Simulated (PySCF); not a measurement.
# InO⁺ (triplet): spin, charge, geometry and surroundings

How does InO⁺ (triplet) answer to another spin, charge, distance or environment?

Method: each script names its method and basis; program: PySCF 2.14.0.

### 1 Where the work starts

InO⁺ (triplet): 2 atoms, charge 1, spin multiplicity 3.

Bond lengths: In1–O2 2.403 Å.

### 2 Base script

Input file input.py:

```python
from pyscf import gto, dft
from pyscf.geomopt.geometric_solver import optimize

mol = gto.M(
    atom='In 0 0 0; O 0 0 2.403',
    basis='def2-svp',
    ecp={'In': 'def2-svp'},
    charge=1,
    spin=2,
    verbose=4,
)
mf = dft.UKS(mol, xc='b3pw91')
mf.kernel()
g = mf.nuc_grad_method()
g.grid_response = True
mol_eq = optimize(g.as_scanner(), maxsteps=30)
print('optimised geometry (angstrom)')
print(mol_eq.tostring('raw'))
print('orbital energies (hartree):', [e[max(0, n-3):n+3].round(4) for e, n in zip(mf.mo_energy, mol.nelec)])
```

Started as:

```sh
$ python input.py
```

Its log is not repeated here.

Base result: at the starting geometry E(SCF) = -264.978640 Eh, 10 cycles, ⟨S²⟩ = 2.005, optimised bond 2.910 Å in 8 steps; the optimisation lowers the energy by 0.271 eV.

The triplet is typed in the script; nothing here shows that it is the ground state.

### 3 Quintet

Edit 1 changes spin (2S): 2 → 4.

Input file input.py:

```python
from pyscf import gto, dft
from pyscf.geomopt.geometric_solver import optimize

mol = gto.M(
    atom='In 0 0 0; O 0 0 2.403',
    basis='def2-svp',
    ecp={'In': 'def2-svp'},
    charge=1,
    spin=4,
    verbose=4,
)
mf = dft.UKS(mol, xc='b3pw91')
mf.kernel()
g = mf.nuc_grad_method()
g.grid_response = True
mol_eq = optimize(g.as_scanner(), maxsteps=30)
print('optimised geometry (angstrom)')
print(mol_eq.tostring('raw'))
print('orbital energies (hartree):', [e[max(0, n-3):n+3].round(4) for e, n in zip(mf.mo_energy, mol.nelec)])
```

Started as:

```sh
$ python input.py
```

### 4 Bond 2.115 Å

Edit 2 changes bond length: 2.403 Å → 2.115 Å.

Edit input.py of step 2 so:

```diff
@@ -4,3 +4,3 @@
 mol = gto.M(
-    atom='In 0 0 0; O 0 0 2.403',
+    atom='In 0 0 0; O 0 0 2.115',
     basis='def2-svp',
```

### 5 Bond 3.004 Å

Edit 3 changes bond length: 2.403 Å → 3.004 Å.

Edit input.py of step 2 so:

```diff
@@ -4,3 +4,3 @@
 mol = gto.M(
-    atom='In 0 0 0; O 0 0 2.403',
+    atom='In 0 0 0; O 0 0 3.004',
     basis='def2-svp',
```

### 6 Bond 3.604 Å

Edit 4 changes bond length: 2.403 Å → 3.604 Å.

Edit input.py of step 2 so:

```diff
@@ -4,3 +4,3 @@
 mol = gto.M(
-    atom='In 0 0 0; O 0 0 2.403',
+    atom='In 0 0 0; O 0 0 3.604',
     basis='def2-svp',
```

Q: Predict the outcome of this session. Wanted: for each run, E(SCF); from base; gap, α spin; after the SCF.

The runs gave:

```tsv
run	E(SCF) (hartree)	from base (eV)	cycles	gap, α spin (eV)	after the SCF
base	-264.978640	0	10	7.04	bond 2.910 Å, -0.271 eV
quintet	-264.809019	+4.6156	11	1.53	bond 2.508 Å, -0.021 eV
bond 2.115 Å	-264.948441	+0.8218	10	6.66	bond 2.910 Å, -1.093 eV
bond 3.004 Å	-264.988467	-0.2674	11	7.41	bond 2.910 Å, -0.004 eV
bond 3.604 Å	-264.985040	-0.1742	16	6.94	bond 2.910 Å, -0.097 eV
```

SCF columns refer to the geometry typed in the script.

**Reading.** The largest comparable shift of the SCF energy, +4.616 eV, comes with the run “quintet”. The quintet solution found lies 4.62 eV above the base triplet at this geometry and level.
